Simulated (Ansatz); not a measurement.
# AsH2+ (triplet): B3LYP, BHLYP, wB97M-V over a scan of the scale of all distances, cc-pVDZ

Aim: run AsH2+ (triplet) with these functionals over a scan of the scale of all distances, and hold them against the top wave-function level at the same points.

The runs use Ansatz 0.2.0, Gaussian basis; cc-pVDZ, all electrons in the functionals.

The runs, in order: B3LYP, BHLYP, wB97M-V, at 0.874; 1.000; 1.099; 1.278; 1.490; 1.764; 2.029; 2.424.

15 further runs of the same task are left out: 9 that didn't finish, 6 set aside as unsound or not needed.

### 1 The geometry

The geometry derives from a PBE0/def2-TZVP stationary point (not a proven minimum). All distances are scaled together. No spin-orbit coupling is included. The filled d shell of As may be among the frozen orbitals whatever the setting's name suggests; the logs give the count.

3 atoms, charge 1, spin multiplicity 3.

Atoms are counted from 1 here; the program's logs count them from 0.

Bond lengths: As1–H2 1.511 Å, As1–H3 1.511 Å. Angles: H2–As1–H3 122.3°.

No dispersion term is added; wB97M-V holds VV10 nonlocal correlation. B3LYP takes the VWN-RPA correlation.

The geometry shown and the zero of energy belong to the point 1.000. The yardstick, FCI, and other wave-function levels (R restricted, U unrestricted, valence and pair active spaces) come from earlier runs.

### 2 B3LYP, 0.874

Contents of in.yaml:

```yaml
crystal:
  periodic: [false, false, false]
  atoms:
    - {symbol: As, position_ang: [0.000000, -0.016692, 0.000000]}
    - {symbol: H, position_ang: [0.000000, 0.620362, -1.157186]}
    - {symbol: H, position_ang: [0.000000, 0.620362, 1.157186]}
basis:
  gaussian: {orbitals: cc-pVDZ}
total_charge: 1
magnetization: {spin_polarized: true, initial_magnetization: 2}
hamiltonian: {xc: {name: B3LYP}}
```

Started as:

```sh
$ ansatz run in.yaml --threads 1 --pin off --events-out ev --progress --plain --max-ram 2393MiB
```

Further steps of the session: B3LYP, 1.000; B3LYP, 1.099; B3LYP, 1.278; B3LYP, 1.490; B3LYP, 1.764; B3LYP, 2.029; B3LYP, 2.424; BHLYP, 0.874; BHLYP, 1.000; BHLYP, 1.099; BHLYP, 1.278; BHLYP, 1.490; BHLYP, 1.764; BHLYP, 2.029; BHLYP, 2.424; wB97M-V, 0.874; wB97M-V, 1.000; wB97M-V, 1.099; wB97M-V, 1.278; wB97M-V, 1.490; wB97M-V, 1.764; wB97M-V, 2.029; wB97M-V, 2.424.

Before running them: what should the planned runs give, taken together? Wanted: span of the FCI curve; largest miss, B3LYP; largest miss, BHLYP; largest miss, wB97M-V.

The runs gave:

| quantity | value |
| --- | --- |
| span of the FCI curve | 494.7 kJ/mol |
| largest miss, B3LYP | -19.3 kJ/mol (1.278) |
| largest miss, BHLYP | +24.2 kJ/mol (1.490) |
| largest miss, wB97M-V | +26.3 kJ/mol (2.424) |

What this shows: Of the functionals, B3LYP keep the smallest largest miss at the points compared (at most 19.3 kJ/mol) and wB97M-V strays most (26.3 kJ/mol, at 2.424). B3LYP, BHLYP, wB97M-V clearly break the spin symmetry at some points (⟨S²⟩ up to 0.98 above the pure value), so energy there is bought with a mixed spin. Functionals and the yardstick converge differently with the basis, so part of each miss in cc-pVDZ is the basis.
